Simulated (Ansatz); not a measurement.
# Cd: the cost of one run

Computed with Ansatz 0.2.0 (DFT PBEsol, scalar-relativistic, plane waves, PAW, unless a step's input says otherwise).

**1. The starting structure**

It takes space group Fm-3m (No. 225, cubic). The conventional cell has a = 4.436 Å, b = 4.436 Å, c = 4.436 Å, α = 90.00°, β = 90.00°, γ = 90.00°. Around Cd (site symmetry m-3m) lie 12 Cd at 3.14 Å.

Structure file:

```cif
data_structure
_symmetry_space_group_name_H-M 'P 1'
_symmetry_Int_Tables_number 1
_cell_length_a 3.1369
_cell_length_b 3.1369
_cell_length_c 3.1369
_cell_angle_alpha 60.000
_cell_angle_beta 60.000
_cell_angle_gamma 60.000
_cell_volume 21.83
loop_
_atom_site_label
_atom_site_type_symbol
_atom_site_fract_x
_atom_site_fract_y
_atom_site_fract_z
_atom_site_occupancy
Cd1 Cd 0.00000 0.00000 0.00000 1
```

This is candidate A: structure listed in a database for this formula (Fm-3m, No. 225).

(A quick probe on a coarse mesh, which set the mesh and smearing, is not shown.)

**3. Full relaxation (candidate A)**

input.yaml reads:

```yaml
crystal:
  lattice:
    - [0.0, 2.21814975, 2.21814975]
    - [2.21814975, 0.0, 2.21814975]
    - [2.21814975, 2.21814975, 0.0]
  atoms:
    - { symbol: Cd, position: [0.0, 0.0, 0.0] }
basis:
  ecutwfc: 420
kpoints:
  mp_grid: { grid: [22, 22, 22] }
hamiltonian:
  xc: pbesol
scf:
  occupations: { method: gaussian, width: 0.1 }
output:
  forces: true
  stress: true
  eigenvalues: true
relax:
  adjacent_minimum: "off"
  f_tol: 0.01
  max_steps: 80
  cell: { stress_tol: 0.05 }
```

Q: Estimate wall time and peak memory on 1 thread of an Arm CPU, shared host.

About 21 s, with a peak of 0.44 GiB.
